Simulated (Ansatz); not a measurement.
# H3S3Tl (Tl(SH)3): the cost of one run

Program: Ansatz 0.2.0. Level of theory: DFT PBE, plane waves, PAW, molecule in a box with 9 Å of vacuum. These are calculated values, not measurements.

4 further runs of the same task are left out: 2 for a known fault of the program, 2 set aside as unsound or not needed.

### Step 1. Starting geometry

7 atoms, charge 0, spin multiplicity 1.

Bond lengths: Tl1–S2 2.478 Å, Tl1–S4 2.478 Å, Tl1–S6 2.478 Å, S2–H3 1.354 Å, S4–H5 1.354 Å, S6–H7 1.354 Å. Angles: S2–Tl1–S4 120.0°, S2–Tl1–S6 120.0°, S4–Tl1–S6 120.0°, Tl1–S2–H3 92.2°, Tl1–S4–H5 92.2°, Tl1–S6–H7 92.2°.

Coordinates:

```xyz
7
H3S3Tl
Tl    0.0000    0.0000    0.5189
S     2.4225   -0.5195    0.5182
H     2.7568    0.7922    0.5214
S    -0.7614    2.3577    0.5182
H    -2.0644    1.9914    0.5214
S    -1.6611   -1.8382    0.5182
H    -0.6924   -2.7835    0.5214
```

Formal oxidation states: Tl +3. An earlier session relaxed this geometry at r2SCAN, Tl def2-SVP with ECP60, S def2-SVP, H def2-SVP (singlet, point group C3h).

### Step 2. Scalar-relativistic

Input file input.yaml:

```yaml
crystal:
  lattice:
    - [13.82, 0.0, 0.0]
    - [0.0, 14.14, 0.0]
    - [0.0, 0.0, 9.0]
  atoms:
    - { symbol: Tl, position: [0.47499421, 0.51510113, 0.50007667] }
    - { symbol: S, position: [0.65028582, 0.47836351, 0.5] }
    - { symbol: H, position: [0.67447323, 0.57112376, 0.50036333] }
    - { symbol: S, position: [0.41990159, 0.68184158, 0.5] }
    - { symbol: H, position: [0.32561505, 0.65593423, 0.50036333] }
    - { symbol: S, position: [0.35479667, 0.38509901, 0.5] }
    - { symbol: H, position: [0.42489508, 0.31824611, 0.50036333] }
basis:
  ecutwfc: 420
  ecutrho_ratio: 4
kpoints:
  mp_grid: { grid: [1, 1, 1] }
hamiltonian:
  xc: pbe
scf:
  occupations: { method: gaussian, width: 0.01 }
output:
  forces: true
  eigenvalues: true
  populations: true
```

Launch:

```console
$ ansatz run input.yaml --threads 2 --pin off --max-ram 5120MiB --backend cpu --events-out ev --progress --plain --runs-dir out
```

Q: Estimate wall time and peak memory on 2 threads of Intel Xeon 6975P-C (Granite Rapids), shared host.

About 2.5 s, with a peak of 0.97 GiB.
